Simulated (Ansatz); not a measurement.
**C₂H₇AlOS: a ladder of functionals and wavefunction methods**

The task here is to estimate one member of a computed series from the others.

Computed with Ansatz 0.2.0, Gaussian basis. Level: functionals in def2-TZVPP, the program's frozen cores in correlated methods.

Plan: PBE-D4, r2SCAN-D4, PBE0-D4, B3LYP-D4, ωB97X-V, ωB97M-V, B2PLYP; CCSD(T)/def2-TZVPP; MP2/def2-QZVPP; extrapolation to the limit.

### The geometry

The geometry comes from an earlier relaxation with PBE0-D4 in a triple-zeta def2 set; it is a stationary point, not always the lowest conformer.

SMILES `[AlH2][CH2]OCS`, 12 atoms, charge 0, spin multiplicity 1.

Atoms are counted from 1 here; the program's logs count them from 0.

Bond lengths: Al1–C2 1.969 Å, Al1–H6 1.584 Å, Al1–H7 1.589 Å, C2–O3 1.419 Å, C2–H8 1.103 Å, C2–H9 1.104 Å, O3–C4 1.388 Å, C4–S5 1.822 Å, C4–H10 1.089 Å, C4–H11 1.098 Å, S5–H12 1.342 Å. Angles: C2–Al1–H6 121.7°, C2–Al1–H7 117.1°, H6–Al1–H7 121.2°, Al1–C2–O3 111.2°, Al1–C2–H8 109.2°, Al1–C2–H9 110.8°, O3–C2–H8 110.1°, O3–C2–H9 110.2°, H8–C2–H9 105.1°, C2–O3–C4 114.3°, O3–C4–S5 115.3°, O3–C4–H10 107.3°, O3–C4–H11 111.6°, S5–C4–H10 108.9°, S5–C4–H11 104.3°, H10–C4–H11 109.3°, C4–S5–H12 96.0°.

Set-up of the first run:

Contents of in.yaml:

```yaml
crystal:
  periodic: [false, false, false]
  atoms:
    - {symbol: Al, position_ang: [-0.389313, 1.170171, 2.160147]}
    - {symbol: C, position_ang: [-0.365539, -0.154189, 0.702977]}
    - {symbol: O, position_ang: [0.734769, 0.061181, -0.167230]}
    - {symbol: C, position_ang: [0.778186, -0.797882, -1.257064]}
    - {symbol: S, position_ang: [-0.525884, -0.541901, -2.503371]}
    - {symbol: H, position_ang: [0.635797, 2.377217, 2.204943]}
    - {symbol: H, position_ang: [-1.494649, 0.987239, 3.287028]}
    - {symbol: H, position_ang: [-1.312236, -0.091239, 0.140020]}
    - {symbol: H, position_ang: [-0.338198, -1.181562, 1.106449]}
    - {symbol: H, position_ang: [1.750429, -0.669348, -1.731175]}
    - {symbol: H, position_ang: [0.660120, -1.845695, -0.951112]}
    - {symbol: H, position_ang: [-0.056582, 0.631006, -2.957613]}
basis:
  gaussian: {orbitals: def2-TZVPP}
hamiltonian: {xc: pbe, dispersion: d4}
output: {forces: true, orbitals: {seedname: orbitals}}
```

Run with:

```console
> ansatz run in.yaml --threads 4 --pin off --events-out ev --progress --plain --max-ram 10444MiB
```

Steps of the session up to this table: PBE-D4 (GGA); r2SCAN-D4 (meta-GGA); PBE0-D4 (hybrid); B3LYP-D4 (hybrid); ωB97X-V (range-separated); ωB97M-V (range-separated); B2PLYP (double hybrid); CCSD(T) in def2-TZVPP; MP2 in def2-QZVPP.

One of the session's tables, all rows but one given; the rest of the session is left out.

| method | atomisation energy (kJ/mol) |
| --- | --- |
| PBE-D4 | ? |
| r2SCAN-D4 | 4008.5 |
| PBE0-D4 | 3992.7 |
| B3LYP-D4 | 3989.5 |
| ωB97X-V | 4016.4 |
| ωB97M-V | 4015.1 |
| B2PLYP | 3940.5 |
| HF/def2-TZVPP | 2846.3 |
| MP2/def2-TZVPP | 3937.9 |
| CCSD/def2-TZVPP | 3828.2 |
| CCSD(T)/def2-TZVPP | 3889.6 |
| MP2/CBS | 4047.3 |
| CCSD(T)/CBS | 3999.1 |

**Question.** Estimate the row for PBE-D4.

**Answer.** atomisation energy (kJ/mol): 4065.3. In the column «atomisation energy (kJ/mol)» it is the highest.
